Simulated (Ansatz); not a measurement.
# BBrClH: vertical ionisation energy

One table from this session's results is given with a row withheld; the runs are named, their logs left out.

Method: unrestricted cation, the program's frozen cores in correlated methods; program: Ansatz 0.2.0, Gaussian basis.

Levels to be run: UKS PBE-D4/def2-TZVPP; UKS r2SCAN-D4/def2-TZVPP; UKS PBE0-D4/def2-TZVPP; UKS B3LYP-D4/def2-TZVPP; UKS wB97X-V/def2-TZVPP; UKS wB97M-V/def2-TZVPP; UKS B2PLYP/def2-TZVPP; UHF-CCSD(T)/def2-TZVPP; UHF-MP2/def2-QZVPP; extrapolation to the limit; then −ε(HOMO) from the neutral's earlier runs with LDA (SPW92), PBE-D4, revPBE-D4, BLYP-D4, r2SCAN-D4, B97M-V, PBE0-D4, B3LYP-D4, r2SCANh-D4, r2SCAN0-D4, HSE06-D4, BHLYP-D4, CAM-B3LYP-D4, LC-ωPBE, ωB97X-V, ωB97M-V.

**The geometry**

The geometry comes from an earlier relaxation with PBE0-D4 in a triple-zeta def2 set; it is a stationary point.

SMILES `ClBBr`, 4 atoms, charge 0, spin multiplicity 1.

Atoms are counted from 1 here; the program's logs count them from 0.

Bond lengths: Cl1–B2 1.730 Å, B2–Br3 1.896 Å, B2–H4 1.186 Å. Angles: Cl1–B2–Br3 121.0°, Cl1–B2–H4 120.0°, Br3–B2–H4 119.0°.

The first run:

in.yaml

```yaml
crystal:
  periodic: [false, false, false]
  atoms:
    - {symbol: Cl, position_ang: [-1.581079, -0.566028, 0.167516]}
    - {symbol: B, position_ang: [-0.009721, 0.106317, -0.098023]}
    - {symbol: Br, position_ang: [1.529347, -0.664773, 0.696093]}
    - {symbol: H, position_ang: [0.116853, 1.064283, -0.785887]}
basis:
  gaussian: {orbitals: def2-TZVPP}
total_charge: 1
magnetization: {spin_polarized: true, initial_magnetization: 1}
hamiltonian: {xc: pbe, dispersion: d4}
```

Steps of the session up to this table: Cation, UKS PBE-D4/def2-TZVPP; Cation, UKS r2SCAN-D4/def2-TZVPP; Cation, UKS PBE0-D4/def2-TZVPP; Cation, UKS B3LYP-D4/def2-TZVPP; Cation, UKS wB97X-V/def2-TZVPP; Cation, UKS wB97M-V/def2-TZVPP; Cation, UKS B2PLYP (frozen core)/def2-TZVPP; Cation, UHF-CCSD(T)/def2-TZVPP; Cation, UHF-MP2/def2-QZVPP.

One of the session's tables, all rows but one given; the rest of the session is left out.

For comparison, −ε(HOMO) of the neutral from earlier runs:

| functional | −ε(HOMO) (eV) |
| --- | --- |
| LDA (SPW92) | 7.50 |
| PBE-D4 | 7.35 |
| revPBE-D4 | 7.30 |
| BLYP-D4 | 7.17 |
| r2SCAN-D4 | 7.67 |
| B97M-V | 7.75 |
| PBE0-D4 | ? |
| B3LYP-D4 | 8.38 |
| r2SCANh-D4 | 8.15 |
| r2SCAN0-D4 | 8.86 |
| HSE06-D4 | 8.25 |
| BHLYP-D4 | 9.78 |
| CAM-B3LYP-D4 | 9.98 |
| LC-ωPBE | 11.39 |
| ωB97X-V | 11.02 |
| ωB97M-V | 10.87 |

**Question.** Estimate the row for PBE0-D4.

As computed: −ε(HOMO) (eV): 8.65. In the column «−ε(HOMO) (eV)» it lies between B3LYP-D4 (8.38) and r2SCAN0-D4 (8.86).
